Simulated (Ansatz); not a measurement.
# Sb (diamond type): how the settings move a single-point run

Aim: see which settings change the result for Sb (diamond type), by how much, and at what cost.

Program: Ansatz 0.2.0. Level of theory: reference: DFT, LDA, all-electron LAPW, scalar-relativistic. These are calculated values, not measurements.

## Step 1: The system as given

It takes space group Fd-3m (No. 227, cubic). The conventional cell has a = 6.813 Å, b = 6.813 Å, c = 6.813 Å, α = 90.00°, β = 90.00°, γ = 90.00°. Around Sb (site symmetry -43m) lie 4 Sb at 2.95 Å.

As a file:

```cif
data_structure
_symmetry_space_group_name_H-M 'Fd-3m:1'
_symmetry_Int_Tables_number 227
_cell_length_a 6.8129
_cell_length_b 6.8129
_cell_length_c 6.8129
_cell_angle_alpha 90.000
_cell_angle_beta 90.000
_cell_angle_gamma 90.000
_cell_volume 316.22
loop_
_atom_site_label
_atom_site_type_symbol
_atom_site_symmetry_multiplicity
_atom_site_Wyckoff_symbol
_atom_site_fract_x
_atom_site_fract_y
_atom_site_fract_z
_atom_site_occupancy
Sb1 Sb 8 b 0.00000 0.50000 0.00000 1
```

## Step 2: Baseline

input.yaml

```yaml
crystal:
  lattice:
    - [0.0, 3.4064437571, 3.4064437571]
    - [3.4064437571, 0.0, 3.4064437571]
    - [3.4064437571, 3.4064437571, 0.0]
  atoms:
    - { symbol: Sb, position: [-0.125, -0.125, -0.125] }
    - { symbol: Sb, position: [0.125, 0.125, 0.125] }
kpoints:
  mp_grid: { grid: [10, 10, 10] }
  band_path:
    path:
      - [0.0, 0.0, 0.0]
      - [0.5, 0.0, 0.5]
      - [0.625, 0.25, 0.625]
      - [0.375, 0.375, 0.75]
      - [0.0, 0.0, 0.0]
      - [0.5, 0.5, 0.5]
      - [0.5, 0.25, 0.75]
      - [0.5, 0.0, 0.5]
    npoints: 14
scf:
  occupations: { method: fermi_dirac, width: 0.1 }
hamiltonian:
  xc: lda
  pseudopotentials: { kind: all_electron, lapw: { basis_error: 0.001 } }
output:
  forces: true
  stress: true
  eigenvalues: true
  populations: true
  dos: { projected: true, de: 0.2, e_range: [-14, 8] }
```

Launch:

```sh
ansatz run input.yaml --threads 1 --pin off --max-ram 2048MiB --backend cpu --events-out ev --progress --plain --runs-dir out
```

## Step 3: Changed: mp_grid.shift [0.5, 0.5, 0.5], occupations.method tetrahedron, width left out

input.yaml: that of step 2 with these lines changed.

```diff
@@ -9,3 +9,3 @@
 kpoints:
-  mp_grid: { grid: [10, 10, 10] }
+  mp_grid: { grid: [10, 10, 10], shift: [0.5, 0.5, 0.5] }
   band_path:
@@ -22,3 +22,3 @@
 scf:
-  occupations: { method: fermi_dirac, width: 0.1 }
+  occupations: { method: tetrahedron }
 hamiltonian:
@@ -31,2 +31 @@
   populations: true
-  dos: { projected: true, de: 0.2, e_range: [-14, 8] }
```

Q: Predict the outcome of this session. Wanted: for each run, ending; energy change; pressure; gap; force.

**Answer**, as computed:

```csv
run,ending,energy change,pressure (GPa),gap (eV),force (eV/Å),cycles,time
reference,converged,0,0.0,0.00,0.00,7,31 s
"1: mp_grid.shift [0.5, 0.5, 0.5], occupations.method tetrahedron, width left out",converged,-1.5 meV/atom (σ→0),0.1,0.00,0.03,6,46 s
```

Times don't compare one to one where runs were asked for different outputs or read a saved state (see the inputs); cycles may leave out searches for a lower state.

Residual by cycle in the longest SCF loop of each run; runs are numbered as in the table. The quantity is the density residual dr2, in eV.

```csv
cycle,reference,run 1
1,0.129,0.131
2,0.00167,0.0716
3,2.2e-4,9.9e-4
4,7.4e-5,4.5e-5
5,6.5e-6,2.2e-6
6,1.3e-7,9.9e-8
7,1.1e-9,-
```

Changing the k-point mesh and smearing moves the energy by -1.5 meV/atom (σ→0 values), and the largest force goes from 0.00 to 0.03 eV/Å. More than one kind of setting changed, and this run alone doesn't tell their shares apart. Semilocal functionals close small gaps, and spin-orbit coupling, left out here, moves these band edges, so the missing gap need not be the real solid's.
